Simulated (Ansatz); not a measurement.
I need the interaction energy of a dimer with the counterpoise correction of C2H3B, SMILES BC#C. Use Ansatz 0.2.0 through its Python package. Level of theory (for the species named): PBE0, def2-SVPD basis, multiplicity 1.

```xyz
6

B    -0.8174    0.6139   -0.3653
C     0.2717   -0.2333    0.1304
C     1.1396   -0.9278    0.5169
H    -1.7059    0.1872   -0.9522
H    -0.8056    1.8231   -0.2563
H     1.9598   -1.5272    0.8803
```

`dimer_c2h3b.py`
```python
"""Interaction energy of two C2H3B molecules, with the counterpoise correction."""

import ansatz

FIRST = [
    ("B", (-0.8244, 0.6246, -0.3576)),
    ("C", (0.2647, -0.2226, 0.1381)),
    ("C", (1.1326, -0.9171, 0.5246)),
    ("H", (-1.7129, 0.1979, -0.9445)),
    ("H", (-0.8126, 1.8338, -0.2486)),
    ("H", (1.9528, -1.5165, 0.888)),
]
SECOND = [
    ("B", (0.3076, 0.8912, 3.5714)),
    ("C", (-0.4001, 2.1256, 3.2178)),
    ("C", (-0.9511, 3.1249, 2.9301)),
    ("H", (1.4411, 0.8643, 3.7459)),
    ("H", (-0.2466, -0.1879, 3.6213)),
    ("H", (-1.4931, 4.0166, 2.6558)),
]

def energy(atoms, ghosts=()):
    molecule = ansatz.Crystal.molecule()
    for symbol, xyz in atoms:
        molecule = molecule.atom(symbol, xyz)
    calc = (
        molecule.calculation()
        .basis(gaussian="def2-SVPD")  # atom-centred Gaussian functions
        .functional("PBE0")
    )
    deck = calc.input()
    if ghosts:
        deck = deck.set(ansatz.key.basis.gaussian.ghost_atoms, [{"symbol": s, "position_ang": list(xyz)} for s, xyz in ghosts])
    return ansatz.Session.from_dict(deck).plan().execute().report["free_energy_ev"]

# ghost atoms carry the functions of the partner
both = energy(FIRST + SECOND)
alone = energy(FIRST) + energy(SECOND)
ghosted = energy(FIRST, SECOND) + energy(SECOND, FIRST)
print(f"dimer {both:.6f} eV")
print(f"interaction, uncorrected   {(both - alone):8.3f} eV")
print(f"interaction, counterpoise  {(both - ghosted):8.3f} eV")
print(f"basis-set superposition    {(alone - ghosted):8.3f} eV")
```

Output of `python dimer_c2h3b.py`:
```text
dimer -5581.372494 eV
interaction, uncorrected     -0.050 eV
interaction, counterpoise    -0.029 eV
basis-set superposition       0.021 eV
```

Uncorrected it is -0.050 eV, with the counterpoise correction -0.029 eV; the difference, 0.021 eV, is the superposition error.

Caveats:
- Total energies depend on the basis set; only differences at equal settings carry meaning.
- The dimer is a generated trial pose of unrelaxed monomers, not a minimum, so the figure is no binding energy, and the basis set is small.
- This level lacks the dispersion part of the attraction (electrostatics and induction are there), which can decide the sign where the interaction is weak.
- It ran for 14 s on 1 thread of Arm Neoverse V2, with other jobs on the host, peak memory 0.33 GiB.
